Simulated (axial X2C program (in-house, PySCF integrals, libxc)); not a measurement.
**A two-component session on RbSi⁺: properties at the nuclei**

Wanted for RbSi⁺: properties at the nuclei, at the two-component level.

Program: an in-house X2C program for linear molecules on PySCF integrals. Level of theory: two-component X2C with atomic mean-field terms, Rb dyall-cv3z, Si dyall-v3z. These are calculated values, not measurements.

## Step 1: Set-up

task.json

```json
{"zs": [37, 14], "q": 1, "bas": ["dyall-cv3z", "dyall-v3z"], "r0": 3.26, "levels": ["PBE0", "HF", "PBE50", "LDA", "BP86"], "nst": 3}
```

Keys: zs atomic numbers; q charge; bas basis sets; r0 starting distance in Å; levels methods (HF also brings MP2); nst determinants followed.

The run is started by

```sh
$ python soeom.py task.json out
```

Further steps of the session: Expectation values, lowest determinant; Expectation values, a higher determinant; Expectation values, a higher determinant.

**Question.** What will these runs give? Wanted: lowest determinant; Eeff magnitude; Ws magnitude Rb; A∥/gI Rb; qzz Rb; higher determinant (for each run or level that gives them).

As calculated:

| quantity | value |
| --- | --- |
| lowest determinant | Ω = 2 (excess of +ω over −ω: ω = 1/2, ω = 3/2) |
| Eeff magnitude (GV/cm), PBE0 | 0.386 |
| Ws magnitude Rb (kHz), PBE0 | 0.0742 |
| A∥/gI Rb (MHz), PBE0 | 44.3 |
| qzz Rb (a.u.), PBE0 | -0.20 |
| higher determinant | Ω = 1 (excess of +ω over −ω: 2 × ω = 1/2) |
| Eeff magnitude (GV/cm), PBE0, higher determinant | 0.438 |
| Ws magnitude Rb (kHz), PBE0, higher determinant | 0.171 |
| A∥/gI Rb (MHz), PBE0, higher determinant | 102 |
| qzz Rb (a.u.), PBE0, higher determinant | -0.21 |
| higher determinant | Ω = 1 (excess of +ω over −ω: ω = -1/2, ω = 3/2) |
| Eeff magnitude (GV/cm), PBE0, higher determinant | 0.433 |
| Ws magnitude Rb (kHz), PBE0, higher determinant | 0.167 |
| A∥/gI Rb (MHz), PBE0, higher determinant | -98.3 |
| qzz Rb (a.u.), PBE0, higher determinant | -0.21 |

In the first state, the effective field runs from 0.341 to 0.427 GV/cm over the mean-field levels. The expectation values come from single determinants, which for open shells can mix terms of unlike spin or miss the lowest Ω, so a determinant need not be a state. Eeff is the effective electric field on the electron dipole moment in this Ω state and Ws the scalar–pseudoscalar constant (defined with the proton number Z and per Ω); A∥ is the parallel hyperfine constant, which follows by multiplying with the nuclear g factor gI = μI/(I μN); qzz is the electric field gradient, eQq0 = 234.96 MHz × Q/barn × qzz. The operators were transformed with the bare-nucleus X2C matrices.
